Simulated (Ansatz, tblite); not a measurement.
# Si10H18 bond disc (Si10H18S): rung by rung

One table from this session's results is given with a row withheld; the runs are named, their logs left out.

The runs use Ansatz 0.2.0, Gaussian basis; as each input shows.

The runs, in order: GFN1-xTB, GFN2-xTB, PBE-D4/def2-TZVP, r2SCAN-D4/def2-TZVP, PBE-D4/def2-SVP, PBE0-D4/def2-SVP, HF/STO-3G, HF/6-31G, B3LYP-D4/6-31G, MP2/def2-SVP.

6 further runs of the same task are left out: 4 that didn't finish, 2 set aside as unsound or not needed.

## The relaxed structure

The singlet was relaxed beforehand with PBE-D4/def2-SVP.

29 atoms, charge 0, spin multiplicity 1.

Bond lengths: Si1–Si6 2.352 Å, Si1–Si8 2.354 Å, Si1–H12 1.511 Å, Si1–H13 1.508 Å, Si2–Si7 2.356 Å, Si2–Si8 2.355 Å, Si2–H14 1.508 Å, Si2–H15 1.508 Å, Si3–Si6 2.349 Å, Si3–Si10 2.351 Å, Si3–S11 2.175 Å, Si3–H17 1.511 Å, Si4–Si9 2.356 Å, Si4–Si10 2.356 Å, Si4–H18 1.508 Å, Si4–H19 1.508 Å, Si5–Si6 2.355 Å, Si5–Si7 2.353 Å and more. Angles: Si6–Si1–Si8 109.8°, Si6–Si1–H12 110.2°, Si6–Si1–H13 108.0°, Si8–Si1–H12 111.4°, Si8–Si1–H13 109.5°, H12–Si1–H13 107.9°, Si7–Si2–Si8 108.8°, Si7–Si2–H14 111.1°, Si7–Si2–H15 108.9°, Si8–Si2–H14 110.8°, Si8–Si2–H15 108.9°, H14–Si2–H15 108.3°, Si6–Si3–Si10 109.6°, Si6–Si3–S11 110.2°, Si6–Si3–H17 107.9°, Si10–Si3–S11 107.8°, Si10–Si3–H17 109.0°, S11–Si3–H17 112.3° and more.

PBE0-D4/def2-TZVP was run before; its log isn't repeated, and its numbers join the tables.

The first run:

Tight binding, by tblite at 300 K electronic temperature and without a spin-polarisation term:

```python
tblite.interface.Calculator('GFN1-xTB', numbers, positions, charge=0, uhf=0).singlepoint()
```

Tight binding, by tblite at 300 K electronic temperature and without a spin-polarisation term:

```python
tblite.interface.Calculator('GFN2-xTB', numbers, positions, charge=0, uhf=0).singlepoint()
```

start.molden holds the orbitals of an earlier run on this state, given as this run's starting guess.

in.yaml reads:

```yaml
crystal:
  periodic: [false, false, false]
  atoms:
    - {symbol: Si, position_ang: [-1.988118, 0.751879, 1.862049]}
    - {symbol: Si, position_ang: [-1.954676, 3.516433, -0.767980]}
    - {symbol: Si, position_ang: [0.726654, -1.953666, 1.860419]}
    - {symbol: Si, position_ang: [3.466095, -1.930419, -0.757574]}
    - {symbol: Si, position_ang: [0.755927, 0.799916, -0.837842]}
    - {symbol: Si, position_ang: [-0.606751, -0.578325, 0.500093]}
    - {symbol: Si, position_ang: [-0.619085, 2.170841, -2.166407]}
    - {symbol: Si, position_ang: [-3.350974, 2.123781, 0.520026]}
    - {symbol: Si, position_ang: [2.128958, -0.584829, -2.155315]}
    - {symbol: Si, position_ang: [2.066359, -3.337467, 0.512709]}
    - {symbol: S, position_ang: [-0.528263, -3.235709, 3.089417]}
    - {symbol: H, position_ang: [-2.815821, -0.121320, 2.775450]}
    - {symbol: H, position_ang: [-1.100067, 1.614559, 2.723349]}
    - {symbol: H, position_ang: [-2.772314, 4.494970, -1.573856]}
    - {symbol: H, position_ang: [-1.057733, 4.298819, 0.157795]}
    - {symbol: H, position_ang: [-1.308413, -2.217378, 3.557662]}
    - {symbol: H, position_ang: [1.620368, -1.061159, 2.690007]}
    - {symbol: H, position_ang: [4.448225, -2.742421, -1.564228]}
    - {symbol: H, position_ang: [4.244170, -1.040435, 0.178056]}
    - {symbol: H, position_ang: [1.607948, 1.654201, 0.069385]}
    - {symbol: H, position_ang: [-1.456051, -1.440106, -0.401212]}
    - {symbol: H, position_ang: [-1.510072, 1.276090, -2.990573]}
    - {symbol: H, position_ang: [0.206609, 3.012807, -3.106694]}
    - {symbol: H, position_ang: [-4.161718, 1.248277, -0.401188]}
    - {symbol: H, position_ang: [-4.301275, 2.938322, 1.361853]}
    - {symbol: H, position_ang: [1.234752, -1.471630, -2.984948]}
    - {symbol: H, position_ang: [2.978493, 0.238636, -3.090931]}
    - {symbol: H, position_ang: [1.176473, -4.126911, -0.411148]}
    - {symbol: H, position_ang: [2.870301, -4.297755, 1.351622]}
basis:
  gaussian: {orbitals: def2-TZVP, initial_orbitals: start.molden}
hamiltonian: {xc: pbe, dispersion: d4}
scf: {omitted_lower_state_checks: [starts]}
output: {orbitals: {seedname: orbitals}}
```

Command:

```
$ ansatz run in.yaml --threads 4 --pin off --events-out ev --progress --plain --max-ram 6963MiB
```

Among the steps run: PBE-D4/def2-TZVP; r2SCAN-D4/def2-TZVP; PBE-D4/def2-SVP; PBE0-D4/def2-SVP; HF/STO-3G; HF/6-31G; B3LYP-D4/6-31G; MP2/def2-SVP.

One of the session's tables, all rows but one given; the rest of the session is left out.

It belongs to the step «Binding energy». 

| level | binding an atom (eV) |
| --- | --- |
| HF/STO-3G | 3.471 |
| HF/6-31G | 1.950 |
| HF/def2-SVP | ? |
| PBE-D4/def2-SVP | 3.123 |
| PBE-D4/def2-TZVP | 3.129 |
| r2SCAN-D4/def2-TZVP | 3.153 |
| B3LYP-D4/6-31G | 2.861 |
| PBE0-D4/def2-SVP | 3.116 |
| PBE0-D4/def2-TZVP | 3.128 |
| MP2/def2-SVP | 2.879 |

Estimate the missing values for HF/def2-SVP.

As computed: binding an atom (eV): 2.320. In the column «binding an atom (eV)» it lies between HF/6-31G (1.950) and B3LYP-D4/6-31G (2.861).

Caveats from the session: Free atoms were run apart at each level; binding is atoms less cluster, divided by the number of atoms, without zero-point or spin-orbit terms.
